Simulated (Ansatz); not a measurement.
# C₂H₃ClSi: up Jacob's ladder to CCSD(T)

An exercise on one series of results from a longer session: the logs are not shown, and one member is left open.

Program: Ansatz 0.2.0, Gaussian basis. Level of theory: functionals in def2-TZVPP, the program's frozen cores in correlated methods. These are calculated values, not measurements.

Levels to be run: LDA (SPW92), PBE-D4, revPBE-D4, BLYP-D4, r2SCAN-D4, B97M-V, PBE0-D4, B3LYP-D4, r2SCANh-D4, r2SCAN0-D4, HSE06-D4, BHLYP-D4, CAM-B3LYP-D4, LC-ωPBE, ωB97X-V, ωB97M-V, B2PLYP, PBE-QIDH; CCSD(T)/def2-SVP; CCSD(T)/def2-TZVPP; MP2/def2-QZVPP; extrapolation to the limit; RPA on PBE.

1 further run of the same task is left out (it didn't finish).

**The relaxed structure**

All runs share one geometry, relaxed beforehand with PBE0-D4 in a triple-zeta def2 set.

7 atoms, charge 0, spin multiplicity 1.

Atoms are counted from 1 here; the program's logs count them from 0.

Bond lengths: Cl1–C2 1.700 Å, C2–C3 1.327 Å, C2–Si4 1.804 Å, C3–Si4 1.819 Å, C3–H5 1.082 Å, Si4–H6 1.482 Å, Si4–H7 1.482 Å. Angles: Cl1–C2–C3 135.8°, Cl1–C2–Si4 155.1°, C3–C2–Si4 69.1°, C2–C3–Si4 67.9°, C2–C3–H5 137.0°, Si4–C3–H5 155.1°, C2–Si4–C3 43.0°, C2–Si4–H6 121.6°, C2–Si4–H7 121.6°, C3–Si4–H6 121.6°, C3–Si4–H7 121.6°, H6–Si4–H7 111.4°.

As a file:

```xyz
7
charge 0, multiplicity 1
Cl   -1.1692   -2.2933    0.4115
C    -0.3580   -0.8199    0.1632
C     0.8368   -0.3300    0.4667
Si   -0.1859    0.8716   -0.4389
H     1.7275   -0.6738    0.9756
H    -0.8378    2.0113    0.2488
H     0.0478    1.1662   -1.8726
```

Set-up of the first run:

The input, in.yaml:

```yaml
crystal:
  periodic: [false, false, false]
  atoms:
    - {symbol: Cl, position_ang: [-1.169245, -2.293315, 0.411478]}
    - {symbol: C, position_ang: [-0.358007, -0.819919, 0.163156]}
    - {symbol: C, position_ang: [0.836773, -0.329965, 0.466728]}
    - {symbol: Si, position_ang: [-0.185872, 0.871566, -0.438874]}
    - {symbol: H, position_ang: [1.727498, -0.673809, 0.975570]}
    - {symbol: H, position_ang: [-0.837764, 2.011292, 0.248794]}
    - {symbol: H, position_ang: [0.047816, 1.166150, -1.872551]}
basis:
  gaussian: {orbitals: def2-TZVPP}
hamiltonian: {xc: lda}
output: {orbitals: {seedname: orbitals}}
```

Steps of the session up to this table: LDA; PBE-D4 (GGA); revPBE-D4 (GGA); BLYP-D4 (GGA); r2SCAN-D4 (meta-GGA); B97M-V (meta-GGA); PBE0-D4 (hybrid); B3LYP-D4 (hybrid); r2SCANh-D4 (hybrid); r2SCAN0-D4 (hybrid); HSE06-D4 (hybrid); BHLYP-D4 (hybrid); CAM-B3LYP-D4 (range-separated); LC-ωPBE (range-separated); ωB97X-V (range-separated); ωB97M-V (range-separated); B2PLYP (double hybrid); PBE-QIDH (double hybrid).

One of the session's tables, all rows but one given; the rest of the session is left out.

It belongs to the step «Frontier levels by functional». 

```
  functional  HOMO (eV)  gap (eV)
 LDA (SPW92)      -6.72      5.00
      PBE-D4      -6.59      5.12
   revPBE-D4      -6.54      5.16
     BLYP-D4      -6.44      5.14
   r2SCAN-D4      -6.84      5.59
      B97M-V      -6.93      5.73
     PBE0-D4      -7.80      7.29
    B3LYP-D4      -7.57      6.85
  r2SCANh-D4      -7.29      6.41
  r2SCAN0-D4      -7.96      7.61
    HSE06-D4      -7.40      6.52
    BHLYP-D4          ?         ?
CAM-B3LYP-D4      -9.10      9.62
     LC-ωPBE     -10.43     12.10
     ωB97X-V     -10.09     11.63
     ωB97M-V      -9.93     11.21
```

Q: Estimate the row for BHLYP-D4 from the others.

Worked estimate for «HOMO (eV)». Against the share of exact exchange, BLYP-D4 (0, -6.44), B3LYP-D4 (0.2, -7.57) give a slope of -5.65 per unit share; at 0.5 the line stands at -9.26.

As computed: HOMO (eV): -8.81; gap (eV): 9.19. In «HOMO (eV)» the line misses by -0.45.
